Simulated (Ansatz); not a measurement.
# CH2FNOSi (SMILES O=C=N[SiH2]F): levels of theory compared

We compute a comparison of 6 runs (B3LYP/6-31G*, BHLYP/cc-pVDZ, PBE/cc-pVDZ, PBE0/cc-pVDZ, r2SCAN0/cc-pVDZ, RPA@PBE/cc-pVDZ) of CH2FNOSi. 

The calculation is run with Ansatz 0.2.0.

153 further runs of the same task are left out: 153 set aside as unsound or not needed.

## 1. The molecule

CH2FNOSi has 7 atoms, charge 0, and is taken as a singlet. As SMILES, `O=C=N[SiH2]F`. The O1–C2 distance was set to 1.742 Å, away from the relaxed value.

Bond lengths: C2–N3 1.195 Å, N3–Si4 1.694 Å, Si4–F5 1.591 Å, Si4–H6 1.475 Å, Si4–H7 1.475 Å. Angles: C2–N3–Si4 166.0°, N3–Si4–F5 109.2°, N3–Si4–H6 109.0°, N3–Si4–H7 109.0°, F5–Si4–H6 108.2°, F5–Si4–H7 108.2°, H6–Si4–H7 113.2°. A long bond or contact: O1–C2 1.742 Å.

## 2. The energy at B3LYP/6-31G(d) (spherical functions) (run 1)

The input, job.yaml:

```yaml
crystal:
  periodic: [false, false, false]
  atoms:
    - symbol: O
      position_ang: [-0.707253, -3.453564, -0.699954]
    - symbol: C
      position_ang: [-0.306900, -1.816900, -0.256100]
    - symbol: "N"
      position_ang: [-0.019000, -0.706200, 0.076100]
    - symbol: Si
      position_ang: [0.212100, 0.968300, 0.188900]
    - symbol: F
      position_ang: [-0.420200, 1.671000, -1.091000]
    - symbol: H
      position_ang: [-0.490300, 1.470300, 1.384800]
    - symbol: H
      position_ang: [1.659300, 1.253600, 0.203700]
basis:
  gaussian:
    orbitals: 6-31G_st_-spherical.json
hamiltonian:
  xc: {name: B3LYP}
accuracy: high
output: {orbitals: {seedname: orbitals}}
```

The basis set 6-31G* is read from a file made from the Basis Set Exchange's data (not shown).

Started as:

```console
ansatz run job.yaml --threads 1 --pin off --max-ram 3480MiB --events-out events.jsonl --progress --plain --runs-dir runs
```

Standard output:

```text
Warning: RAYON_NUM_THREADS=1 ignored (pool sized by the plan → 1); use --threads N
Functional definition: B3LYP
  name "B3LYP"
  parameter a0 = 0.2
  parameter ax = 0.72
  parameter ac = 0.81
  exchange = (1 - a0 - ax)*slater_x + ax*b88_x + a0*exact_x
  correlation = (1 - ac)*vwn_rpa_c + ac*lyp_c
1646 factors; integrals over basis functions are off by at most 1.1e-8 eV
mean field evaluation 1: about -15190.5814 eV, gradient 6.4e1 eV
mean field evaluation 2: about -15093.6549 eV, gradient 1.9e2 eV
mean field evaluation 4: about -15197.8530 eV, gradient 1.2e1 eV
mean field evaluation 8: about -15198.1597 eV, gradient 8.2e-1 eV
mean field evaluation 16: about -15198.3190 eV, gradient 7.9e-5 eV
mean field -15198.31899692 eV, -558.5279213463 hartree, gradient 5.2e-8 eV, S^2 0.000000; 0 other end points of the search recorded, 0 dependent functions left out
reference -15198.31903407 eV, -558.5279227114 hartree; 23, 23 occupied and 55, 55 virtual orbitals, 1646 factors
Total energy: -15198.31903407 eV, -558.5279227114 hartree
```

Run time: 6 s. Hardware: 1 thread of Arm Neoverse V1, shared host; peak memory 0.23 GiB.

## 3. The energy at BHLYP/cc-pVDZ (run 2)

The input, input.yaml:

```yaml
crystal:
  periodic: [false, false, false]
  atoms:
    - {symbol: O, position_ang: [-0.707253, -3.453564, -0.699954]}
    - {symbol: C, position_ang: [-0.306900, -1.816900, -0.256100]}
    - {symbol: "N", position_ang: [-0.019000, -0.706200, 0.076100]}
    - {symbol: Si, position_ang: [0.212100, 0.968300, 0.188900]}
    - {symbol: F, position_ang: [-0.420200, 1.671000, -1.091000]}
    - {symbol: H, position_ang: [-0.490300, 1.470300, 1.384800]}
    - {symbol: H, position_ang: [1.659300, 1.253600, 0.203700]}
basis:
  gaussian:
    orbitals: cc-pVDZ
hamiltonian:
  xc: {name: BHLYP}
accuracy: high
output: {orbitals: {seedname: orbitals}}
```

Started as:

```console
ansatz run input.yaml --threads 1 --pin off --max-ram 3480MiB --events-out events.jsonl --progress --plain --runs-dir runs
```

Standard output:

```text
Warning: RAYON_NUM_THREADS=1 ignored (pool sized by the plan → 1); use --threads N
Functional definition: BHLYP
  name "BHLYP"
  parameter a = 0.5
  exchange = (1 - a)*b88_x + a*exact_x
  correlation = lyp_c
1807 factors; integrals over basis functions are off by at most 3.6e-9 eV
mean field evaluation 1: about -15188.5864 eV, gradient 5.5e1 eV
mean field evaluation 2: about -15161.8605 eV, gradient 1.3e2 eV
mean field evaluation 4: about -15194.3675 eV, gradient 8.5e0 eV
mean field evaluation 8: about -15194.8689 eV, gradient 1.5e0 eV
mean field evaluation 16: about -15194.8784 eV, gradient 2.7e-4 eV
mean field -15194.87840978 eV, -558.4014821008 hartree, gradient 4.9e-8 eV, S^2 0.000000; 0 other end points of the search recorded, 0 dependent functions left out
reference -15194.87843506 eV, -558.4014830298 hartree; 23, 23 occupied and 61, 61 virtual orbitals, 1807 factors
Total energy: -15194.87843506 eV, -558.4014830298 hartree
```

It took 9 s on 1 thread of Arm Neoverse V1, shared host; peak memory 0.26 GiB.

Runs 3 to 5 aren't shown in full; the table further down has their settings and results.

## 4. A single-point energy at RPA@PBE/cc-pVDZ (run 6)

The input, job.yaml:

```yaml
crystal:
  periodic: [false, false, false]
  atoms:
    - {symbol: O, position_ang: [-0.707253, -3.453564, -0.699954]}
    - {symbol: C, position_ang: [-0.306900, -1.816900, -0.256100]}
    - {symbol: "N", position_ang: [-0.019000, -0.706200, 0.076100]}
    - {symbol: Si, position_ang: [0.212100, 0.968300, 0.188900]}
    - {symbol: F, position_ang: [-0.420200, 1.671000, -1.091000]}
    - {symbol: H, position_ang: [-0.490300, 1.470300, 1.384800]}
    - {symbol: H, position_ang: [1.659300, 1.253600, 0.203700]}
basis:
  gaussian:
    orbitals: cc-pVDZ
total_charge: 0
hamiltonian:
  xc: pbe
correlation:
  method: rpa
  frozen_orbitals: {C: 1, F: 1, H: 0, "N": 1, O: 1, Si: 5}
accuracy: high
```

Started as:

```console
ansatz run job.yaml --threads 1 --pin off --max-ram 3480MiB --events-out events.jsonl --progress --plain --runs-dir runs
```

Standard output, shortened:

```text
Warning: RAYON_NUM_THREADS=1 ignored (pool sized by the plan → 1); use --threads N
Functional definition: PBE
  name "PBE"
[...]
1807 factors; integrals over basis functions are off by at most 3.6e-9 eV
[...]
mean field -15187.02554365 eV, -558.1128945937 hartree, gradient 2.0e-8 eV, S^2 0.000000; 2 other end points of the search recorded, 0 dependent functions left out
9 core orbitals not correlated: weight in the atoms' cores, before any rotation towards them, 1.000 or more for the frozen orbitals, at most 0.000 for the correlated occupied ones
reference -15144.51178969 eV, -556.5505429524 hartree; 14, 14 occupied and 61, 61 virtual orbitals, 1807 factors
Total energy: -15176.76011630 eV, -557.7356470964 hartree
```

It took 14 s on 1 thread of Arm Neoverse V1, shared host; peak memory 0.28 GiB.

## 5. Overview of the runs

```tsv
run	level	frozen core orbitals	energy (Eh)	HOMO energy (eV)	LUMO energy (eV)	HOMO–LUMO gap (eV)	wall time
1	B3LYP/6-31G* (spherical functions)	–	-558.527923	-7.37	-1.94	5.42	6 s
2	BHLYP/cc-pVDZ	–	-558.401483	-9.40	-0.61	8.79	9 s
3	PBE/cc-pVDZ	–	-558.112895	-6.10	-3.14	2.97	5.7 s
4	PBE0/cc-pVDZ	–	-558.124026	-7.71	-1.77	5.94	7.2 s
5	r2SCAN0/cc-pVDZ	–	-558.328237	-8.05	-1.66	6.40	15 s
6	RPA@PBE/cc-pVDZ	9	-557.735647	–	–	–	14 s
```

## 6. Summary of results

```
                               quantity          value
                    run 6: total energy  -557.73565 Eh
run 6: RPA correlation energy (valence)    -1185.1 mEh
```

In words: Over runs 1, 2, 3, 4, 5 the HOMO–LUMO gap runs from 2.97 eV (PBE/cc-pVDZ) to 8.79 eV (BHLYP/cc-pVDZ). Totals of different functionals can't be ranked against each other. All runs together took 57 s, the longest 15 s.
